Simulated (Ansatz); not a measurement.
**Trimethylarsine (C₃H₉As): small, medium and large basis sets**

The task here is to estimate one member of a computed series from the others.

Method: one geometry, several basis sets; program: Ansatz 0.2.0, Gaussian basis.

Plan: PBE0-D4/def2-SVP; ωB97M-V/def2-SVP; PBE0-D4/def2-QZVPP; ωB97M-V/def2-QZVPP; the functionals' def2-TZVPP values are taken from earlier runs.

## Structure used throughout

All runs share one geometry, relaxed beforehand with PBE0-D4 in a triple-zeta def2 set.

SMILES `C[As](C)C`, 13 atoms, charge 0, spin multiplicity 1.

Atoms are counted from 1 here; the program's logs count them from 0.

Bond lengths: C1–As2 1.965 Å, C1–H5 1.091 Å, C1–H6 1.092 Å, C1–H7 1.091 Å, As2–C3 1.965 Å, As2–C4 1.965 Å, C3–H8 1.092 Å, C3–H9 1.091 Å, C3–H10 1.091 Å, C4–H11 1.091 Å, C4–H12 1.091 Å, C4–H13 1.092 Å. Angles: As2–C1–H5 109.3°, As2–C1–H6 111.2°, As2–C1–H7 109.3°, H5–C1–H6 109.3°, H5–C1–H7 108.3°, H6–C1–H7 109.3°, C1–As2–C3 97.0°, C1–As2–C4 97.0°, C3–As2–C4 97.0°, As2–C3–H8 111.2°, As2–C3–H9 109.3°, As2–C3–H10 109.3°, H8–C3–H9 109.3°, H8–C3–H10 109.3°, H9–C3–H10 108.3°, As2–C4–H11 109.3°, As2–C4–H12 109.3°, As2–C4–H13 111.2° and more.

Set-up of the first run:

in.yaml

```yaml
crystal:
  periodic: [false, false, false]
  atoms:
    - {symbol: C, position_ang: [-0.577263, 1.427429, -0.711852]}
    - {symbol: As, position_ang: [0.600070, -0.141278, -0.830237]}
    - {symbol: C, position_ang: [1.410306, 0.033529, 0.951331]}
    - {symbol: C, position_ang: [-0.747503, -1.487730, -0.348442]}
    - {symbol: H, position_ang: [0.024032, 2.335825, -0.770745]}
    - {symbol: H, position_ang: [-1.141091, 1.427930, 0.223234]}
    - {symbol: H, position_ang: [-1.272898, 1.421398, -1.552245]}
    - {symbol: H, position_ang: [0.647336, 0.173119, 1.719886]}
    - {symbol: H, position_ang: [1.987670, -0.864590, 1.175471]}
    - {symbol: H, position_ang: [2.088716, 0.887891, 0.957492]}
    - {symbol: H, position_ang: [-0.255189, -2.445647, -0.174575]}
    - {symbol: H, position_ang: [-1.449744, -1.607895, -1.174654]}
    - {symbol: H, position_ang: [-1.294341, -1.194783, 0.550136]}
basis:
  gaussian: {orbitals: def2-SVP}
hamiltonian: {xc: pbe0, dispersion: d4}
output: {orbitals: {seedname: orbitals}}
```

Started as:

```sh
ansatz run in.yaml --threads 4 --pin off --events-out ev --progress --plain --max-ram 10444MiB
```

Among the steps run: PBE0-D4 in def2-SVP; ωB97M-V in def2-SVP; PBE0-D4 in def2-QZVPP; ωB97M-V in def2-QZVPP.

One of the session's tables, all rows but one given; the rest of the session is left out.

It belongs to the step «Density functionals: the series». 

| functional | basis | HOMO (eV) | LUMO (eV) |
| --- | --- | --- | --- |
| PBE0-D4 | def2-SVP | -6.42 | 1.57 |
| PBE0-D4 | def2-TZVPP | -6.46 | 1.19 |
| PBE0-D4 | def2-QZVPP | -6.50 | 0.74 |
| ωB97M-V | def2-SVP | -8.57 | 3.36 |
| ωB97M-V | def2-TZVPP | ? | ? |
| ωB97M-V | def2-QZVPP | -8.66 | 1.93 |

Estimate the missing values for ωB97M-V, def2-TZVPP.

**Answer.** HOMO (eV): -8.61; LUMO (eV): 2.62. In the column «HOMO (eV)» it lies between ωB97M-V, def2-QZVPP (-8.66) and ωB97M-V, def2-SVP (-8.57).
